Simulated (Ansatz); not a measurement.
**Nudged elastic band run: K₁₆H**

input.yaml

```yaml
crystal:
  lattice:
    - [10.46, 0.0, 0.0]
    - [0.0, 10.46, 0.0]
    - [0.0, 0.0, 10.46]
  atoms:
    - { symbol: K, position: [6.021e-05, -0.01507625, 0.02000523] }
    - { symbol: K, position: [0.50003589, -0.00952389, -0.01795246] }
    - { symbol: K, position: [5.643e-05, 0.5141237, 0.01973186] }
    - { symbol: K, position: [7.858e-05, 0.0316608, 0.49688985] }
    - { symbol: K, position: [0.26471329, 0.24963298, 0.22994868] }
    - { symbol: K, position: [0.50003713, 0.50870482, -0.01803924] }
    - { symbol: K, position: [0.50005356, 0.01333539, 0.51109011] }
    - { symbol: K, position: [0.73541111, 0.24963489, 0.22996449] }
    - { symbol: K, position: [6.792e-05, 0.46792806, 0.49695309] }
    - { symbol: K, position: [0.25957467, 0.74987869, 0.26724707] }
    - { symbol: K, position: [0.21831423, 0.24973741, 0.75235937] }
    - { symbol: K, position: [0.50005374, 0.48580564, 0.51117205] }
    - { symbol: K, position: [0.74054573, 0.74987957, 0.26724767] }
    - { symbol: K, position: [0.78171055, 0.24974551, 0.75240867] }
    - { symbol: K, position: [0.236226, 0.74964652, 0.73862269] }
    - { symbol: K, position: [0.7638886, 0.74964879, 0.73862582] }
    - { symbol: H, position: [3.106e-05, 0.24915479, 0.62478747] }
basis:
  ecutwfc: 420.0
kpoints:
  mp_grid: { grid: [2, 2, 2] }
hamiltonian:
  xc: pbe
scf:
  occupations: { method: fermi_dirac, width: 0.15 }
  lower_state_search: "off"
neb:
  images: 3
  f_tol: 0.03
  initial_path: idpp
  max_iterations: 80
  final_atoms:
    - { symbol: K, position: [-3.658e-05, -0.01987454, 0.01400288] }
    - { symbol: K, position: [0.50005674, 0.01701635, 0.00803089] }
    - { symbol: K, position: [9.798e-05, 0.50201052, -0.03249901] }
    - { symbol: K, position: [-3.996e-05, -0.01985919, 0.48551709] }
    - { symbol: K, position: [0.23676789, 0.26010566, 0.24975532] }
    - { symbol: K, position: [0.50019313, 0.48961763, -0.01345315] }
    - { symbol: K, position: [0.50005637, 0.01706179, 0.49149444] }
    - { symbol: K, position: [0.76330073, 0.26001515, 0.24975213] }
    - { symbol: K, position: [7.684e-05, 0.5018711, 0.53246868] }
    - { symbol: K, position: [0.25736728, 0.73182549, 0.2497933] }
    - { symbol: K, position: [0.21714171, 0.24733387, 0.74978394] }
    - { symbol: K, position: [0.50018954, 0.48954038, 0.51299751] }
    - { symbol: K, position: [0.74273254, 0.73186702, 0.24979101] }
    - { symbol: K, position: [0.78277105, 0.24731355, 0.74977417] }
    - { symbol: K, position: [0.26395716, 0.76935744, 0.74975555] }
    - { symbol: K, position: [0.73588776, 0.7695409, 0.74975414] }
    - { symbol: H, position: [0.00107097, 0.37629561, 0.74967081] }
  order_check: true
```

Launched with:

```bash
$ ansatz run input.yaml --threads 4 --pin off --max-ram 10240MiB --backend cpu --events-out ev --progress --plain --runs-dir out
```

Output, in part (warnings, iteration lines):

```
NEB end point (image 0): max|allowed force component| = 7.693e-3 eV/Å (the criterion of neb.relax_end_points is 1.000e-2)
NEB end point (image 4): max|allowed force component| = 2.117e-2 eV/Å (the criterion of neb.relax_end_points is 1.000e-2)
NEB iter   1: max|band force component| = 2.635e-1 eV/Å  barrier→ = 0.1600 eV  barrier← = 0.1591 eV  CI = image 2  Δτ_max = 0.0694 Å  (41 SCF iters)
NEB iter   2: max|band force component| = 1.176e-1 eV/Å  barrier→ = 0.1252 eV  barrier← = 0.1243 eV  CI = image 2  Δτ_max = 0.0885 Å  (21 SCF iters)
NEB iter   3: max|band force component| = 5.412e-2 eV/Å  barrier→ = 0.1102 eV  barrier← = 0.1093 eV  CI = image 2  Δτ_max = 0.1296 Å  (21 SCF iters)
NEB iter   4: max|band force component| = 3.464e-2 eV/Å  barrier→ = 0.0982 eV  barrier← = 0.0973 eV  CI = image 2  Δτ_max = 0.1978 Å  (21 SCF iters)
NEB iter   5: max|band force component| = 5.148e-2 eV/Å  barrier→ = 0.0785 eV  barrier← = 0.0776 eV  CI = image 2  Δτ_max = 0.0974 Å  (24 SCF iters)
NEB iter   6: max|band force component| = 3.127e-2 eV/Å  barrier→ = 0.0695 eV  barrier← = 0.0686 eV  CI = image 2  Δτ_max = 0.0974 Å  (21 SCF iters)
NEB iter   7: max|band force component| = 1.834e-2 eV/Å  barrier→ = 0.0638 eV  barrier← = 0.0629 eV  CI = image 2  Δτ_max = 0.0557 Å  (21 SCF iters)
NEB iter   8: max|band force component| = 2.019e-1 eV/Å  barrier→ = 0.0624 eV  barrier← = 0.0615 eV  CI = image 2  Δτ_max = 0.0266 Å  (6 SCF iters)
NEB iter   9: max|band force component| = 1.079e-2 eV/Å  barrier→ = 0.0622 eV  barrier← = 0.0613 eV  CI = image 2  Δτ_max = 0.0492 Å  (16 SCF iters)
NEB iter  10: max|band force component| = 1.414e-1 eV/Å  barrier→ = 0.0619 eV  barrier← = 0.0610 eV  CI = image 2  Δτ_max = 0.0241 Å  (6 SCF iters)
NEB iter  11: max|band force component| = 7.407e-3 eV/Å  barrier→ = 0.0616 eV  barrier← = 0.0607 eV  CI = image 2  Δτ_max = 0.0000 Å  (174 SCF iters)
```

The forces met the threshold. The band force fell under the threshold earlier too, but the program's further tests of the path sent the band on. By the program's own check the climbing image is a first-order saddle point (lowest curvatures found: -0.14 and 0.05 eV/Å²). Limits of this set-up: coarse k mesh, odd electron count without spin, a small cell, in which the defect meets its images, a typed lattice constant that wasn't relaxed here.

Final band (atoms are numbered from 1 in the order of the input):

```json
{"image": "0", "path coordinate (Å)": "0.00", "energy (eV)": "0.000", "K4–H17 (Å)": "2.64", "K3–H17 (Å)": "4.97"}
{"image": "1", "path coordinate (Å)": "0.89", "energy (eV)": "0.024", "K4–H17 (Å)": "2.72", "K3–H17 (Å)": "4.29"}
{"image": "2", "path coordinate (Å)": "1.78", "energy (eV)": "0.062", "K4–H17 (Å)": "3.20", "K3–H17 (Å)": "3.20"}
{"image": "3", "path coordinate (Å)": "2.67", "energy (eV)": "0.025", "K4–H17 (Å)": "4.29", "K3–H17 (Å)": "2.72"}
{"image": "4", "path coordinate (Å)": "3.55", "energy (eV)": "0.001", "K4–H17 (Å)": "4.98", "K3–H17 (Å)": "2.63"}
```

Time of the run: 9.1 min on 4 threads of AMD EPYC 7R43 64-Core Processor (Zen 3), with other jobs on the host, peak memory 4.6 GiB.
